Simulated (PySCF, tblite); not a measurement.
**C6H10O2SSi: geometry, infrared bands and NMR shifts**

Aim: predict the infrared bands and NMR shifts of C6H10O2SSi (`C=C([SiH2]OC(C)=S)C(C)=O`).

Programs: tblite 0.8.0 and PySCF 2.14.0, with density-fitted response routines of our own. Each step states its level of theory. These are calculated values for one molecule in the gas phase, unless marked as measured. Atoms count from 0, in the outputs and in this text.

## 1. The molecule as given

20 atoms, charge 0, multiplicity 1; geometry from: force field or distance geometry start.

Bonds of the start (Å): C0–C1 1.32, C1–Si2 1.85, Si2–O3 1.72, O3–C4 1.39, C4–C5 1.49, C4–S6 1.64, C1–C7 1.43, C7–C8 1.48, C7–O9 1.24, C0–H10 1.09, C0–H11 1.09, Si2–H12 1.46, Si2–H13 1.48, C5–H14 1.11, C5–H15 1.12, C5–H16 1.12, C8–H17 1.11, C8–H18 1.10, C8–H19 1.13.

## 2. Optimising the geometry with GFN2-xTB

Job settings and geometry (Å):

```
{"job": {"kind": "relax", "xc": "GFN2-xTB", "basis": "xTB"}, "charge": 0, "multiplicity": 1}
C     -2.328000    -0.894200     1.047700
C     -1.363300    -0.576500     0.205300
Si     0.201300    -1.560000     0.352000
O      1.570300    -0.763300    -0.317300
C      2.539800    -0.105100     0.425100
C      3.523500     0.814700    -0.220700
S      2.668400    -0.280600     2.048200
C     -1.413600     0.462000    -0.777200
C     -2.592100     1.330700    -1.016600
O     -0.418900     0.642100    -1.501800
H     -2.144200    -1.709400     1.751200
H     -3.299000    -0.389700     1.065000
H      0.358000    -1.959500     1.751100
H     -0.010000    -2.780200    -0.460200
H      4.380400     0.192300    -0.540100
H      3.831400     1.644600     0.461600
H      3.099200     1.212100    -1.172800
H     -2.802600     1.478900    -2.097900
H     -3.462300     0.932000    -0.481200
H     -2.343500     2.319900    -0.524400
```

Run with:

```
OMP_NUM_THREADS=1 python probes_run.py task.json out
```

One launch serves the whole session: the jobs run in the order shown.

**Question.** This job is followed by: GFN2-xTB harmonic vibrations, gas phase; GIAO PBE0/pcSseg-1 NMR shielding, non-relativistic, gas phase. Predict these results of the whole session: strongest single infrared mode (GFN2-xTB); zero-point energy (GFN2-xTB); 13C shifts against TMS (PBE0/pcSseg-1); 1H shifts against TMS (PBE0/pcSseg-1, means over atoms taken as alike); 29Si shifts against TMS (PBE0/pcSseg-1); 17O shifts against H2O (PBE0/pcSseg-1); 33S shifts against CS2 (PBE0/pcSseg-1).

**Answer**, as computed:

| quantity | value |
| --- | --- |
| strongest single infrared mode (GFN2-xTB) | 1315 cm⁻¹, 507 km/mol |
| zero-point energy (GFN2-xTB) | 89.4 kcal/mol |
| 13C shifts against TMS (PBE0/pcSseg-1) | 235.4, 208.9, 159.7, 138.3, 38.5, 26.9 ppm |
| 1H shifts against TMS (PBE0/pcSseg-1, means over atoms taken as alike) | 6.55, 6.37, 5.22, 2.76, 2.49 ppm |
| 29Si shifts against TMS (PBE0/pcSseg-1) | -27.9 ppm |
| 17O shifts against H2O (PBE0/pcSseg-1) | 662.8, 262.4 ppm |
| 33S shifts against CS2 (PBE0/pcSseg-1) | 495 ppm |

Relaxing lowered the energy by 0.905 eV in 206 steps; the close pair that moved most is O3–C4, from 1.387 to 1.307 Å. All 54 modes are real, so the xTB geometry is a minimum. The strongest single mode, at 1315 cm⁻¹, moves mainly C4. Unscaled tight-binding wavenumbers are off by several per cent, some by more. Its intensities can rank the bands wrongly. The most deshielded carbon is C4 (thiocarbonyl carbon), at 235.4 ppm: the small n→π* gap of C=S deshields it strongly. At PBE0/pcSseg-1: The widest tensor belongs to O9: span 1221 ppm, with a paramagnetic part of -732 ppm.
